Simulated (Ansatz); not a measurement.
# FH2SeSi (charge -1): inversion of the pyramid at Si2

Wanted: the energy profile along the inversion of the pyramid at Si2, from relaxed end points and a band of images. SMILES of the start: F[SiH-][SeH].

All numbers below are computed with Ansatz 0.2.0 (RKS B3LYP/def2-SVP).

## Step 1: The system as given

Bond lengths: F1–Si2 1.660 Å, Si2–Se3 2.569 Å, Si2–H4 1.490 Å, Se3–H5 1.410 Å. Angles: F1–Si2–Se3 102.4°, F1–Si2–H4 93.3°, Se3–Si2–H4 92.0°, Si2–Se3–H5 84.0°.

Structure file:

```xyz
5

F    -0.7645   -1.4357    1.2785
Si   -0.9100   -0.0622    0.3570
Se    1.5298    0.7047    0.1177
H    -0.8535   -0.8150   -0.9277
H     0.9982    1.6082   -0.8255
```

## Step 2: End point A

input.yaml

```yaml
crystal:
  periodic: [false, false, false]
  atoms:
    - { symbol: F, position_ang: [-0.76453, -1.43572, 1.27846] }
    - { symbol: Si, position_ang: [-0.90997, -0.0622, 0.35705] }
    - { symbol: Se, position_ang: [1.52979, 0.70475, 0.11767] }
    - { symbol: H, position_ang: [-0.85347, -0.81504, -0.92773] }
    - { symbol: H, position_ang: [0.99819, 1.60821, -0.82545] }
total_charge: -1
basis:
  gaussian: { orbitals: def2-SVP }
hamiltonian:
  xc: b3lyp
relax:
  f_tol: 0.015
  max_steps: 40
output:
  orbitals: {}
```

Run with:

```console
$ ansatz run input.yaml --threads 1 --pin off --max-ram 2048MiB --backend cpu --events-out ev --progress --plain --runs-dir out
```

What it wrote (excerpt; [...] marks lines left out):

```text
Warning: RAYON_NUM_THREADS=1 ignored (pool sized by the plan → 1); use --threads N
[...]
Functional definition: B3LYP
[...]
754 factors; integrals over basis functions are off by at most 3.6e-4 eV
[...]
mean field -75967.69682804 eV, -2791.7613656763 hartree, gradient 2.6e-5 eV, S^2 0.000000; 0 other end points of the search recorded, 0 dependent functions left out
[...]
reference -75967.69703848 eV, -2791.7613734096 hartree; 30, 30 occupied and 44, 44 virtual orbitals, 754 factors
relax step   1: F+E_penalty+E_count = -75967.69682804 eV  Δ(F+E_penalty+E_count) = +0.000e0 eV  max|allowed force component| = 1.173e0 eV/Å  Δτ_max = 0.0000 Å  (24 SCF iters, accepted)
[...]
relax step   4: F+E_penalty+E_count = -75967.85560877 eV  Δ(F+E_penalty+E_count) = -1.695e-2 eV  max|allowed force component| = 2.195e-1 eV/Å  Δτ_max = 0.0581 Å  (25 SCF iters, accepted)
[...]
relax step   7: F+E_penalty+E_count = -75967.96503084 eV  Δ(F+E_penalty+E_count) = -8.715e-2 eV  max|allowed force component| = 1.737e-1 eV/Å  Δτ_max = 0.2000 Å  (28 SCF iters, accepted)
[...]
relax step  10: F+E_penalty+E_count = -75968.05384462 eV  Δ(F+E_penalty+E_count) = -5.977e-3 eV  max|allowed force component| = 1.301e-1 eV/Å  Δτ_max = 0.0761 Å  (24 SCF iters, accepted)
[...]
relax step  11: F+E_penalty+E_count = -75968.05645132 eV  Δ(F+E_penalty+E_count) = -2.607e-3 eV  max|allowed force component| = 1.079e-1 eV/Å  Δτ_max = 0.0556 Å  (24 SCF iters, accepted)
[...]
relax step  12: F+E_penalty+E_count = -75968.05816210 eV  Δ(F+E_penalty+E_count) = -1.711e-3 eV  max|allowed force component| = 8.817e-3 eV/Å  Δτ_max = 0.0284 Å  (24 SCF iters, accepted)
754 factors; integrals over basis functions are off by at most 3.5e-4 eV
mean field -75968.05816210 eV, -2791.7746444581 hartree, gradient 6.8e-5 eV, S^2 0.000000; 1 other end points of the search recorded, 0 dependent functions left out
[...]
reference -75968.05837270 eV, -2791.7746521975 hartree; 30, 30 occupied and 44, 44 virtual orbitals, 754 factors
Total energy: -75968.05837270 eV, -2791.7746521975 hartree
Atom 0 at    -0.704494    -0.992485     1.499353 Å, force    -0.007106    -0.004917     0.002832 eV/Å
Atom 1 at    -0.999906    -0.121109     0.073188 Å, force    -0.006492     0.002349     0.007172 eV/Å
Atom 2 at     1.285948     0.530539    -0.614337 Å, force     0.008723     0.004333    -0.008817 eV/Å
Atom 3 at    -0.851435    -1.307744    -0.930733 Å, force     0.002646    -0.004137    -0.001415 eV/Å
Atom 4 at     1.269896     1.890799    -0.027470 Å, force     0.002229     0.002372     0.000227 eV/Å
Dipole moment:     0.529015     0.255363    -0.117847 e Å
```

Wall time 31 s (1 thread of an Arm CPU, shared host); peak memory 0.14 GiB.

Step by step:

```csv
step,energy from step 1 (eV),largest force component (eV/Å)
1,0.0000,1.1726
2,-0.1193,0.5538
3,-0.1418,0.4470
4,-0.1588,0.2195
5,-0.1757,0.1496
6,-0.1811,0.7121
7,-0.2682,0.1737
8,-0.3282,0.1254
9,-0.3510,0.3183
10,-0.3570,0.1301
11,-0.3596,0.1079
12,-0.3613,0.0088
```

Step 1 is the start.

After: Bond lengths: F1–Si2 1.697 Å, Si2–Se3 2.474 Å, Si2–H4 1.561 Å, Se3–H5 1.482 Å. Angles: F1–Si2–Se3 102.0°, F1–Si2–H4 97.7°, Se3–Si2–H4 86.2°, Si2–Se3–H5 97.0°.

## Step 3: Relaxing end B

The second end starts from a geometry with the move made by hand.

input.yaml

```yaml
crystal:
  periodic: [false, false, false]
  atoms:
    - { symbol: F, position_ang: [-1.40874, 0.75028, 1.71639] }
    - { symbol: Si, position_ang: [-0.90997, -0.0622, 0.35705] }
    - { symbol: Se, position_ang: [1.52979, 0.70475, 0.11767] }
    - { symbol: H, position_ang: [-1.39051, 1.00731, -0.56265] }
    - { symbol: H, position_ang: [0.99819, 1.60821, -0.82545] }
total_charge: -1
basis:
  gaussian: { orbitals: def2-SVP }
hamiltonian:
  xc: b3lyp
relax:
  f_tol: 0.015
  max_steps: 40
```

Run with:

```console
$ ansatz run input.yaml --threads 1 --pin off --max-ram 2048MiB --backend cpu --events-out ev --progress --plain --runs-dir out
```

What it wrote (excerpt; [...] marks lines left out):

```text
Warning: RAYON_NUM_THREADS=1 ignored (pool sized by the plan → 1); use --threads N
[...]
[... 1 set-up line as earlier in the session ...]
[...]
755 factors; integrals over basis functions are off by at most 2.7e-4 eV
[...]
mean field -75967.74944517 eV, -2791.7632993200 hartree, gradient 3.5e-5 eV, S^2 0.000000; 0 other end points of the search recorded, 0 dependent functions left out
[...]
reference -75967.74965280 eV, -2791.7633069503 hartree; 30, 30 occupied and 44, 44 virtual orbitals, 755 factors
relax step   1: F+E_penalty+E_count = -75967.74944517 eV  Δ(F+E_penalty+E_count) = +0.000e0 eV  max|allowed force component| = 1.261e0 eV/Å  Δτ_max = 0.0000 Å  (24 SCF iters, accepted)
[...]
relax step   4: F+E_penalty+E_count = -75967.95646697 eV  Δ(F+E_penalty+E_count) = -5.921e-2 eV  max|allowed force component| = 3.013e-1 eV/Å  Δτ_max = 0.1916 Å  (28 SCF iters, accepted)
[...]
755 factors; integrals over basis functions are off by at most 3.5e-4 eV
[...]
mean field -75968.00414450 eV, -2791.7726593478 hartree, gradient 2.2e-5 eV, S^2 0.000000; 1 other end points of the search recorded, 0 dependent functions left out
[...]
reference -75968.00435601 eV, -2791.7726671208 hartree; 30, 30 occupied and 44, 44 virtual orbitals, 755 factors
Total energy: -75968.00435601 eV, -2791.7726671208 hartree
Atom 0 at    -1.319945     0.922920     1.731280 Å, force     0.000633    -0.007303    -0.011195 eV/Å
Atom 1 at    -0.947548    -0.123401     0.447779 Å, force     0.001642     0.006962     0.010934 eV/Å
Atom 2 at     1.380510     0.522748    -0.103689 Å, force    -0.001212    -0.004256    -0.000089 eV/Å
Atom 3 at    -1.520410     0.765087    -0.696180 Å, force    -0.001689     0.001147     0.000710 eV/Å
Atom 4 at     1.226152     1.920997    -0.576180 Å, force     0.000626     0.003451    -0.000360 eV/Å
Dipole moment:     0.526810     0.222549    -0.151557 e Å
```

Run time: 30 s. Hardware: 1 thread of an Arm CPU, shared host; peak memory 0.25 GiB.

The steps of the relaxation:

```csv
step,energy from step 1 (eV),largest force component (eV/Å)
1,0.0000,1.2612
2,-0.1343,0.5812
3,-0.1478,0.6202
4,-0.2070,0.3013
5,-0.2370,0.2375
6,-0.2509,0.2280
7x,-0.2174,0.7996
8,-0.2521,0.1017
9,-0.2536,0.1305
10,-0.2542,0.0591
11,-0.2547,0.0193
12,-0.2547,0.0112
```

Step 1 is the start. 1 step was tried and not accepted (marked x).

After: Bond lengths: F1–Si2 1.697 Å, Si2–Se3 2.478 Å, Si2–H4 1.558 Å, Se3–H5 1.484 Å. Angles: F1–Si2–Se3 102.3°, F1–Si2–H4 97.1°, Se3–Si2–H4 91.9°, Si2–Se3–H5 102.6°.

## Step 4: Nudged elastic band

crystal.atoms is end A as relaxed above, and neb.final_atoms is end B, turned to lie on A. With 5 inner images the band has 7 in all.

input.yaml

```yaml
crystal:
  periodic: [false, false, false]
  atoms:
    - { symbol: F, position_ang: [-0.704494, -0.992485, 1.499353] }
    - { symbol: Si, position_ang: [-0.999906, -0.121109, 0.073188] }
    - { symbol: Se, position_ang: [1.285948, 0.530539, -0.614337] }
    - { symbol: H, position_ang: [-0.851435, -1.307744, -0.930733] }
    - { symbol: H, position_ang: [1.269896, 1.890799, -0.02747] }
total_charge: -1
basis:
  gaussian: { orbitals: def2-SVP }
hamiltonian:
  xc: b3lyp
neb:
  order_check: false
  images: 5
  f_tol: 0.05
  max_iterations: 60
  initial_path: idpp
  final_atoms:
    - { symbol: F, position_ang: [-0.89151168, -0.74506368, 1.51862243] }
    - { symbol: Si, position_ang: [-0.24576918, -1.17630094, 0.00935339] }
    - { symbol: Se, position_ang: [1.55952348, 0.49465826, -0.29113507] }
    - { symbol: H, position_ang: [-1.2314126, -0.34571472, -0.86520796] }
    - { symbol: H, position_ang: [0.80917899, 1.77242108, -0.37163179] }
```

Run with:

```console
$ ansatz run input.yaml --threads 1 --pin off --max-ram 2048MiB --backend cpu --events-out ev --progress --plain --runs-dir out
```

What it wrote (excerpt; [...] marks lines left out):

```text
Warning: RAYON_NUM_THREADS=1 ignored (pool sized by the plan → 1); use --threads N
[...]
[... 1 set-up line as earlier in the session ...]
[...]
754 factors; integrals over basis functions are off by at most 3.0e-4 eV
[...]
mean field -75968.05815295 eV, -2791.7746441218 hartree, gradient 3.7e-5 eV, S^2 0.000000; 0 other end points of the search recorded, 0 dependent functions left out
[...]
reference -75968.05836463 eV, -2791.7746519009 hartree; 30, 30 occupied and 44, 44 virtual orbitals, 754 factors
754 factors; integrals over basis functions are off by at most 4.2e-4 eV
[...]
mean field -75968.00413238 eV, -2791.7726589023 hartree, gradient 2.4e-5 eV, S^2 0.000000; 0 other end points of the search recorded, 0 dependent functions left out
[...]
reference -75968.00434284 eV, -2791.7726666365 hartree; 30, 30 occupied and 44, 44 virtual orbitals, 754 factors
[...]
NEB iter   7: max|band force component| = 2.117e-1 eV/Å  barrier→ = 2.2965 eV  barrier← = 2.2425 eV  CI = image 3  Δτ_max = 0.0206 Å  (127 SCF iters)
[...]
NEB iter   9: max|band force component| = 5.971e-2 eV/Å  barrier→ = 2.2944 eV  barrier← = 2.2404 eV  CI = image 3  Δτ_max = 0.0037 Å  (116 SCF iters)
[...]
NEB iter  10: max|band force component| = 1.479e-2 eV/Å  barrier→ = 2.2943 eV  barrier← = 2.2403 eV  CI = image 3  Δτ_max = 0.0000 Å  (239 SCF iters)
Total energy: -75965.76408320 eV, -2791.6903386132 hartree
Atom 0 at    -0.804409    -1.041409     1.607107 Å, force     0.000032    -0.001027     0.002905 eV/Å
Atom 1 at    -0.398523    -0.549109     0.046795 Å, force    -0.006016    -0.006559    -0.012289 eV/Å
Atom 2 at     1.380654     0.634575    -0.356569 Å, force     0.005765    -0.008587     0.003260 eV/Å
Atom 3 at    -1.224347    -1.285295    -0.932268 Å, force     0.000120     0.000667     0.007004 eV/Å
Atom 4 at     1.046633     2.241238    -0.365063 Å, force     0.000099     0.015505    -0.000880 eV/Å
Dipole moment:     0.356630     0.065476    -0.148914 e Å
this run last wrote the band of iteration 10 to <dir>
```

Wall time 1.9 min (1 thread of an Arm CPU, shared host); peak memory 0.25 GiB.

## Step 5: Images and barrier

The 5 inner images lie between the fixed ends 0 and 6. Energy is taken from image 0, and the path length is the program's own coordinate along the band.

| image | path (Å) | energy (eV) | sum of angles at Si2 (°) | band force (eV/Å) |
| --- | --- | --- | --- | --- |
| 0 | 0.000 | 0.0000 | 285.9 | - |
| 1 | 0.406 | 0.0645 | 294.9 | 0.004 |
| 2 | 0.812 | 1.0289 | 333.7 | 0.010 |
| 3* | 1.217 | 2.2943 | 358.6 | 0.015 |
| 4 | 1.717 | 0.8761 | 341.4 | 0.007 |
| 5 | 2.216 | 0.1533 | 305.3 | 0.003 |
| 6 | 2.715 | 0.0540 | 291.3 | - |

The star marks the climbing image.

image, energy (eV) and a bar:
```
        0      0.000 
        1      0.064 #
        2      1.029 #############
        3      2.294 ##############################
        4      0.876 ###########
        5      0.153 ##
        6      0.054 #
```

The top of the band by iteration:

```csv
iteration,highest image above image 0 (eV),largest band force (eV/Å)
1,2.9487,3.887
2,2.5055,1.671
3,2.3800,0.872
4,2.2721,0.631
5,2.2147,1.606
6,2.3005,0.396
7,2.2965,0.212
8,2.2948,0.112
9,2.2944,0.060
10,2.2943,0.015
```

The band as a trajectory file:

```xyz
5
image=0 dE=0.0000
F    -0.704   -0.992    1.499
Si   -1.000   -0.121    0.073
Se    1.286    0.531   -0.614
H    -0.851   -1.308   -0.931
H     1.270    1.891   -0.027
5
image=1 dE=0.0645
F    -0.693   -1.121    1.495
Si   -0.912   -0.137    0.129
Se    1.431    0.549   -0.437
H    -0.977   -1.284   -0.935
H     1.151    1.995   -0.252
5
image=2 dE=1.0289
F    -0.750   -1.118    1.570
Si   -0.661   -0.307    0.084
Se    1.478    0.624   -0.381
H    -1.159   -1.318   -0.954
H     1.092    2.118   -0.320
5
image=3 dE=2.2943
F    -0.804   -1.041    1.607
Si   -0.399   -0.549    0.047
Se    1.381    0.635   -0.357
H    -1.224   -1.285   -0.932
H     1.047    2.241   -0.365
5
image=4 dE=0.8761
F    -0.871   -0.941    1.597
Si   -0.150   -0.923    0.074
Se    1.330    0.767   -0.352
H    -1.286   -1.184   -0.911
H     0.977    2.282   -0.408
5
image=5 dE=0.1533
F    -0.854   -0.830    1.555
Si   -0.023   -1.169    0.118
Se    1.384    0.802   -0.355
H    -1.214   -0.940   -0.864
H     0.707    2.137   -0.454
5
image=6 dE=0.0540
F    -0.914   -0.662    1.544
Si   -0.217   -1.179    0.085
Se    1.554    0.515   -0.285
H    -1.198   -0.437   -0.870
H     0.775    1.763   -0.474
```

## Step 6: Frequencies at the highest image

The geometry is the highest inner image of the first converged band.

input.yaml

```yaml
crystal:
  periodic: [false, false, false]
  atoms:
    - { symbol: F, position_ang: [-0.804409, -1.041409, 1.607107] }
    - { symbol: Si, position_ang: [-0.398523, -0.549109, 0.046795] }
    - { symbol: Se, position_ang: [1.380654, 0.634575, -0.356569] }
    - { symbol: H, position_ang: [-1.224347, -1.285295, -0.932268] }
    - { symbol: H, position_ang: [1.046633, 2.241238, -0.365063] }
total_charge: -1
basis:
  gaussian: { orbitals: def2-SVP }
hamiltonian:
  xc: b3lyp
phonons: {}
```

Run with:

```console
$ ansatz run input.yaml --threads 1 --pin off --max-ram 2048MiB --backend cpu --events-out ev --progress --plain --runs-dir out
```

What it wrote (excerpt; [...] marks lines left out):

```text
Warning: RAYON_NUM_THREADS=1 ignored (pool sized by the plan → 1); use --threads N
[...]
[... 1 set-up line as earlier in the session ...]
[...]
747 factors; integrals over basis functions are off by at most 3.8e-4 eV
[...]
mean field -75965.76392071 eV, -2791.6903326418 hartree, gradient 4.3e-5 eV, S^2 0.000000; 0 other end points of the search recorded, 0 dependent functions left out
[...]
reference -75965.76413970 eV, -2791.6903406896 hartree; 30, 30 occupied and 44, 44 virtual orbitals, 747 factors
[...]
747 factors; integrals over basis functions are off by at most 3.8e-4 eV
[...]
mean field -75965.76391394 eV, -2791.6903323932 hartree, gradient 2.1e-6 eV, S^2 0.000000; 0 other end points of the search recorded, 0 dependent functions left out
[...]
reference -75965.76413293 eV, -2791.6903404409 hartree; 30, 30 occupied and 44, 44 virtual orbitals, 747 factors
[...]
747 factors; integrals over basis functions are off by at most 3.8e-4 eV
[...]
mean field -75965.76392065 eV, -2791.6903326396 hartree, gradient 1.4e-6 eV, S^2 0.000000; 0 other end points of the search recorded, 0 dependent functions left out
[...]
reference -75965.76413964 eV, -2791.6903406874 hartree; 30, 30 occupied and 44, 44 virtual orbitals, 747 factors
WARN: phonons: modes at or below zero, which the zero-point energy, F, S and C_V leave out: 1, the lowest at -824.01 cm⁻¹. A minimum has none, and a first-order saddle one
Total energy: -75965.76413970 eV, -2791.6903406896 hartree
Atom 0 at    -0.804409    -1.041409     1.607107 Å, force     0.000069    -0.001007     0.002873 eV/Å
Atom 1 at    -0.398523    -0.549109     0.046795 Å, force    -0.005968    -0.006466    -0.012289 eV/Å
Atom 2 at     1.380654     0.634575    -0.356569 Å, force     0.005744    -0.008751     0.003294 eV/Å
Atom 3 at    -1.224347    -1.285295    -0.932268 Å, force     0.000144     0.000702     0.007001 eV/Å
Atom 4 at     1.046633     2.241238    -0.365063 Å, force     0.000011     0.015522    -0.000878 eV/Å
Dipole moment:     0.356647     0.065452    -0.148913 e Å
Vibrations: -824.01 207.62 419.90 464.71 742.26 773.59 805.81 1286.11 2257.02 cm⁻¹, zero-point energy 0.431279 eV
```

It took 48 s on 1 thread of an Arm CPU, shared host; peak memory 0.25 GiB.

Of 9 modes, 1 is imaginary by more than 30 cm⁻¹ (824i cm⁻¹).

## Step 7: The band again, with other settings

crystal.atoms is end A as relaxed above, and neb.final_atoms is end B, turned to lie on A. With 5 inner images the band has 7 in all.

input.yaml

```yaml
crystal:
  periodic: [false, false, false]
  atoms:
    - { symbol: F, position_ang: [-0.704494, -0.992485, 1.499353] }
    - { symbol: Si, position_ang: [-0.999906, -0.121109, 0.073188] }
    - { symbol: Se, position_ang: [1.285948, 0.530539, -0.614337] }
    - { symbol: H, position_ang: [-0.851435, -1.307744, -0.930733] }
    - { symbol: H, position_ang: [1.269896, 1.890799, -0.02747] }
total_charge: -1
basis:
  gaussian: { orbitals: def2-SVP }
hamiltonian:
  xc: b3lyp
neb:
  order_check: false
  images: 5
  f_tol: 0.05
  max_iterations: 60
  initial_path: linear
  final_atoms:
    - { symbol: F, position_ang: [-0.89151168, -0.74506368, 1.51862243] }
    - { symbol: Si, position_ang: [-0.24576918, -1.17630094, 0.00935339] }
    - { symbol: Se, position_ang: [1.55952348, 0.49465826, -0.29113507] }
    - { symbol: H, position_ang: [-1.2314126, -0.34571472, -0.86520796] }
    - { symbol: H, position_ang: [0.80917899, 1.77242108, -0.37163179] }
```

Run with:

```console
$ ansatz run input.yaml --threads 1 --pin off --max-ram 2048MiB --backend cpu --events-out ev --progress --plain --runs-dir out
```

What it wrote (excerpt; [...] marks lines left out):

```text
Warning: RAYON_NUM_THREADS=1 ignored (pool sized by the plan → 1); use --threads N
[...]
[... 1 set-up line as earlier in the session ...]
[...]
754 factors; integrals over basis functions are off by at most 3.0e-4 eV
[...]
mean field -75968.05815295 eV, -2791.7746441218 hartree, gradient 3.7e-5 eV, S^2 0.000000; 0 other end points of the search recorded, 0 dependent functions left out
[...]
reference -75968.05836463 eV, -2791.7746519009 hartree; 30, 30 occupied and 44, 44 virtual orbitals, 754 factors
754 factors; integrals over basis functions are off by at most 4.2e-4 eV
[...]
mean field -75968.00413238 eV, -2791.7726589023 hartree, gradient 2.4e-5 eV, S^2 0.000000; 0 other end points of the search recorded, 0 dependent functions left out
[...]
reference -75968.00434284 eV, -2791.7726666365 hartree; 30, 30 occupied and 44, 44 virtual orbitals, 754 factors
[...]
NEB iter   9: max|band force component| = 1.968e-1 eV/Å  barrier→ = 2.2974 eV  barrier← = 2.2434 eV  CI = image 3  Δτ_max = 0.0167 Å  (128 SCF iters)
[...]
NEB iter  10: max|band force component| = 9.542e-2 eV/Å  barrier→ = 2.2947 eV  barrier← = 2.2406 eV  CI = image 3  Δτ_max = 0.0072 Å  (129 SCF iters)
[...]
NEB iter  11: max|band force component| = 4.326e-2 eV/Å  barrier→ = 2.2943 eV  barrier← = 2.2403 eV  CI = image 3  Δτ_max = 0.0000 Å  (241 SCF iters)
Total energy: -75965.76404080 eV, -2791.6903370550 hartree
Atom 0 at    -0.920952    -0.978397     1.583211 Å, force    -0.009155    -0.007540     0.027857 eV/Å
Atom 1 at    -0.448932    -0.510240     0.035276 Å, force     0.007717     0.003309    -0.042277 eV/Å
Atom 2 at     1.439003     0.507330    -0.329525 Å, force    -0.001269    -0.022892     0.002165 eV/Å
Atom 3 at    -1.325720    -1.155514    -0.963959 Å, force     0.004350     0.004167     0.011349 eV/Å
Atom 4 at     1.256611     2.136821    -0.325003 Å, force    -0.001643     0.022957     0.000907 eV/Å
Dipole moment:     0.363541     0.035189    -0.142297 e Å
this run last wrote the band of iteration 11 to <dir>
```

Wall time 2.2 min (1 thread of an Arm CPU, shared host); peak memory 0.25 GiB.

## Step 8: The band, image by image

Images 0 and 6 are the ends. Energies count from image 0; the path length is the program's own measure over all atoms.

| image | path (Å) | energy (eV) | sum of angles at Si2 (°) | band force (eV/Å) |
| --- | --- | --- | --- | --- |
| 0 | 0.000 | 0.0000 | 285.9 | - |
| 1 | 0.406 | 0.0645 | 294.9 | 0.010 |
| 2 | 0.812 | 1.0276 | 333.7 | 0.016 |
| 3* | 1.218 | 2.2943 | 358.6 | 0.042 |
| 4 | 1.717 | 0.8770 | 341.4 | 0.043 |
| 5 | 2.215 | 0.1530 | 305.3 | 0.011 |
| 6 | 2.714 | 0.0540 | 291.3 | - |

The star marks the climbing image.

image, energy (eV) and a bar:
```
        0      0.000 
        1      0.065 #
        2      1.028 #############
        3      2.294 ##############################
        4      0.877 ###########
        5      0.153 ##
        6      0.054 #
```

## Step 9: Results

| quantity | value |
| --- | --- |
| end A | 11 moves, 0.361 eV lower |
| end B | 10 moves, 0.255 eV lower |
| first band: barrier forwards | 2.294 eV |
| first band: barrier backwards | 2.240 eV |
| first band: second end relative to first | +0.054 eV |
| first band: highest image | 3 of 0 to 6, climbing |
| first band: band iterations | 10 |
| imaginary modes at the top | 824i cm⁻¹ |
| second band | top 2.294 eV above image 0, 11 iterations, 5 inner images |
| time, first and second band | 1.9 min and 2.2 min |

**Reading.** In the first band: the top lies 2.29 eV above the first end, or 89 kT at room temperature, which at an assumed attempt frequency of 10^13 s⁻¹ means a rate near 10^-26 s⁻¹. Going back costs 2.24 eV, since the second end is 0.054 eV above the first. One imaginary mode, as a first-order saddle point has. The second band's top agrees with the first's to 1 meV, so the changed settings hardly move the height. Zero-point energy and entropy are left out.
